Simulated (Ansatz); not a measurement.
**CH7BFNSi: basis-set convergence**

The task here is to estimate one member of a computed series from the others.

Computed with Ansatz 0.2.0, Gaussian basis. Level: one geometry, several basis sets.

The runs, in order: PBE0-D4/def2-SVP; ωB97M-V/def2-SVP; PBE0-D4/def2-QZVPP; ωB97M-V/def2-QZVPP; the functionals' def2-TZVPP values are taken from earlier runs.

### The relaxed structure

The geometry comes from an earlier relaxation with PBE0-D4 in a triple-zeta def2 set; it is a stationary point, not always the lowest conformer.

SMILES `BC[SiH](N)F`, 12 atoms, charge 0, spin multiplicity 1.

Atoms are counted from 1 here; the program's logs count them from 0.

Bond lengths: B1–C2 1.537 Å, B1–H6 1.198 Å, B1–H7 1.196 Å, C2–Si3 1.871 Å, C2–H8 1.095 Å, C2–H9 1.096 Å, Si3–N4 1.698 Å, Si3–F5 1.607 Å, Si3–H10 1.479 Å, N4–H11 1.007 Å, N4–H12 1.007 Å. Angles: C2–B1–H6 120.2°, C2–B1–H7 121.1°, H6–B1–H7 118.6°, B1–C2–Si3 109.9°, B1–C2–H8 114.1°, B1–C2–H9 113.8°, Si3–C2–H8 105.4°, Si3–C2–H9 102.7°, H8–C2–H9 110.0°, C2–Si3–N4 109.3°, C2–Si3–F5 107.0°, C2–Si3–H10 113.8°, N4–Si3–F5 113.4°, N4–Si3–H10 107.6°, F5–Si3–H10 105.7°, Si3–N4–H11 121.0°, Si3–N4–H12 122.1°, H11–N4–H12 111.6°.

The first run:

File in.yaml:

```yaml
crystal:
  periodic: [false, false, false]
  atoms:
    - {symbol: B, position_ang: [-0.482358, 1.755947, 1.017905]}
    - {symbol: C, position_ang: [-0.680276, 0.267480, 0.689408]}
    - {symbol: Si, position_ang: [0.667103, -0.312357, -0.471883]}
    - {symbol: N, position_ang: [0.323677, -1.894114, -0.984405]}
    - {symbol: F, position_ang: [0.738439, 0.748924, -1.676835]}
    - {symbol: H, position_ang: [0.290514, 2.088109, 1.871492]}
    - {symbol: H, position_ang: [-1.055376, 2.606357, 0.402127]}
    - {symbol: H, position_ang: [-1.622324, 0.043406, 0.177160]}
    - {symbol: H, position_ang: [-0.555760, -0.395445, 1.553051]}
    - {symbol: H, position_ang: [2.015994, -0.320652, 0.135437]}
    - {symbol: H, position_ang: [1.035877, -2.468436, -1.404484]}
    - {symbol: H, position_ang: [-0.598509, -2.174320, -1.274973]}
basis:
  gaussian: {orbitals: def2-SVP}
hamiltonian: {xc: pbe0, dispersion: d4}
output: {orbitals: {seedname: orbitals}}
```

On the command line:

```sh
$ ansatz run in.yaml --threads 4 --pin off --events-out ev --progress --plain --max-ram 10444MiB
```

Among the steps run: PBE0-D4 in def2-SVP; ωB97M-V in def2-SVP; PBE0-D4 in def2-QZVPP; ωB97M-V in def2-QZVPP.

One table of the session follows, with a row left open; its other results are not shown here.

It belongs to the step «Density functionals: the series». 

| functional | basis | HOMO (eV) |
| --- | --- | --- |
| PBE0-D4 | def2-SVP | -7.90 |
| PBE0-D4 | def2-TZVPP | -8.10 |
| PBE0-D4 | def2-QZVPP | -8.14 |
| ωB97M-V | def2-SVP | ? |
| ωB97M-V | def2-TZVPP | -10.53 |
| ωB97M-V | def2-QZVPP | -10.57 |

Q: Estimate the row for ωB97M-V, def2-SVP from the others.

As computed: HOMO (eV): -10.32. In the column «HOMO (eV)» it lies between ωB97M-V, def2-TZVPP (-10.53) and PBE0-D4, def2-QZVPP (-8.14).
